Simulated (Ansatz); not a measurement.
# CH9BN2: the cost of one run

All numbers below are computed with Ansatz 0.2.0 (RKS B3LYP/def2-SVP).

## 1. The starting structure

Bond lengths: B1–N3 1.550 Å, N3–H4 1.060 Å, N3–H5 1.060 Å, B1–H6 1.190 Å, B1–N7 1.850 Å, N7–H8 1.060 Å, N7–C9 1.470 Å, C9–H10 1.110 Å, C9–H11 1.110 Å, C9–H12 1.110 Å. Angles (14 of 15 angles, heavy atoms first): N3–B1–N7 96.8°, B1–N7–C9 120.0°, B1–N3–H4 120.0°, B1–N3–H5 120.0°, N3–B1–H6 120.0°, H6–B1–N7 101.3°, B1–N7–H8 120.0°, H8–N7–C9 120.0°, N7–C9–H10 109.5°, N7–C9–H11 109.5°, N7–C9–H12 109.5°, H4–N3–H5 120.0°, H10–C9–H11 109.4°, H10–C9–H12 109.4°.

Structure file:

```xyz
13

B     0.0000    0.0000    0.0000
H     0.0000    0.0000    1.5400
N     1.3423    0.0000   -0.7750
H     1.8089   -0.9179   -1.0268
H     1.7937    0.9179   -1.0532
H    -1.0305    0.0000   -0.5950
N     0.0829    1.7537    0.5833
H     0.4765    1.9752    1.5423
C    -0.3970    2.8399   -0.2830
H    -0.6674    2.4284   -1.2779
H    -1.2899    3.3132    0.1762
H     0.4035    3.5996   -0.4026
H     0.0424    0.8968    1.5631
```

## 2. A restrained relaxation towards end A

Springs on the bonds that form and break draw the guess towards this end; the thresholds are loose.

File input.yaml:

```yaml
crystal:
  periodic: [false, false, false]
  atoms:
    - { symbol: B, position_ang: [0.0, 0.0, 0.0] }
    - { symbol: H, position_ang: [0.0, 0.0, 1.54] }
    - { symbol: "N", position_ang: [1.3423, 0.0, -0.775] }
    - { symbol: H, position_ang: [1.8089, -0.9179, -1.0268] }
    - { symbol: H, position_ang: [1.7937, 0.9179, -1.0532] }
    - { symbol: H, position_ang: [-1.0305, 0.0, -0.595] }
    - { symbol: "N", position_ang: [0.0829, 1.7537, 0.5833] }
    - { symbol: H, position_ang: [0.4765, 1.9752, 1.5423] }
    - { symbol: C, position_ang: [-0.397, 2.8399, -0.283] }
    - { symbol: H, position_ang: [-0.6674, 2.4284, -1.2779] }
    - { symbol: H, position_ang: [-1.2899, 3.3132, 0.1762] }
    - { symbol: H, position_ang: [0.4035, 3.5996, -0.4026] }
    - { symbol: H, position_ang: [0.0424, 0.8968, 1.5631] }
basis:
  gaussian: { orbitals: def2-SVP }
hamiltonian:
  xc: b3lyp
relax:
  f_tol: 0.15
  max_steps: 25
  restrain:
    - { distance: [0, 6], at: 2.75, k: 30.0 }
    - { distance: [12, 1], at: 1.86, k: 30.0 }
    - { distance: [0, 1], at: 1.19, k: 30.0 }
    - { distance: [12, 6], at: 1.06, k: 30.0 }
output:
  orbitals: {}
```

The run is started by

```bash
$ ansatz run input.yaml --threads 2 --pin off --max-ram 3072MiB --backend cpu --events-out ev --progress --plain --runs-dir out
```

**Question.** How long does this run take on 2 threads of Arm Neoverse N1, shared host, and how much memory does it need?

About 66 s, with a peak of 0.2 GiB.
